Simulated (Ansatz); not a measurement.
# LiGe+ (triplet): from Hartree-Fock to the top rungs, aug-cc-pVDZ

An exercise on one series of results from a longer session: the logs are not shown, and one member is left open.

Computed with Ansatz 0.2.0, Gaussian basis. Level: aug-cc-pVDZ, core rule «outside noble gas», up to 15 orbitals frozen.

To be run: UHF; CCSD(T) on ROHF; CCSD(T) on UHF; BCCD(T) on ROHF; CISD as a restricted active space (open shells left free, so some higher excitations enter); CCSDT(Q) on ROHF; CCSDT(Q) on UHF; Full CI; Full CI in the symmetry of the determinant.

32 further runs of the same task are left out: 14 for a known fault of the program, 6 that didn't finish, 12 set aside as unsound or not needed. Runs told in other sessions of the task aren't counted.

## The geometry

The geometry is a PBE0/def2-TZVP stationary point (not a proven minimum) of the parent state, kept for this charge and spin. No spin-orbit coupling is included. The filled d shell of Ge may be among the frozen orbitals whatever the setting's name suggests.

2 atoms, charge 1, spin multiplicity 3.

Atoms are counted from 1 here; the program's logs count them from 0.

No contacts short enough for the rule that draws bonds.

Set-up of the first run:

in.yaml reads:

```yaml
crystal:
  periodic: [false, false, false]
  atoms:
    - {symbol: Ge, position_ang: [0.000000, 0.000000, 0.000000]}
    - {symbol: Li, position_ang: [0.000000, 0.000000, 2.497400]}
basis:
  gaussian: {orbitals: aug-cc-pVDZ}
total_charge: 1
magnetization: {spin_polarized: true, initial_magnetization: 2}
hamiltonian: {xc: hf}
output: {orbitals: {seedname: orbitals}}
```

Command:

```bash
> ansatz run in.yaml --threads 1 --pin off --events-out ev --progress --plain --max-ram 2393MiB
```

Steps of the session up to this table: UHF; CCSD(T) on ROHF; CCSD(T) on UHF; BCCD(T) on ROHF; CISD as a restricted active space (open shells left free, so some higher excitations enter); CCSDT(Q) on ROHF; CCSDT(Q) on UHF; Full CI; Full CI in the symmetry of the determinant.

One of the session's tables, all rows but one given; the rest of the session is left out.

```
   method  from FCI (meV)
     ROHF         +1678.5
      UHF         +1578.7
     RMP2          +473.7
     UMP2          +464.7
     CISD           +44.4
    RCCSD           +40.4
    UCCSD           +28.7
 RCCSD(T)           +10.8
 UCCSD(T)            +1.1
  BCCD(T)           +10.7
   RCCSDT            +0.7
   UCCSDT            -8.6
RCCSDT(Q)               ?
UCCSDT(Q)            -9.4
      FCI               0
```

**Question.** Estimate the row for RCCSDT(Q).

As computed: from FCI (meV): -0.1. In the column «from FCI (meV)» it lies between UCCSDT (-8.6) and FCI (0).

Limits of these values: UCCSDT, UCCSDT(Q) fall below full CI: unrestricted runs freeze a spin-polarised core, another one than full CI's, and coupled cluster isn't variational. Levels on UHF freeze UHF's core orbitals, full CI those of ROHF, so the U rows can settle a little off it for that reason alone. Restricted and unrestricted rows rest on different reference determinants; a gap between their highest levels can come from leftover correlation error, from unlike frozen cores or from another state.
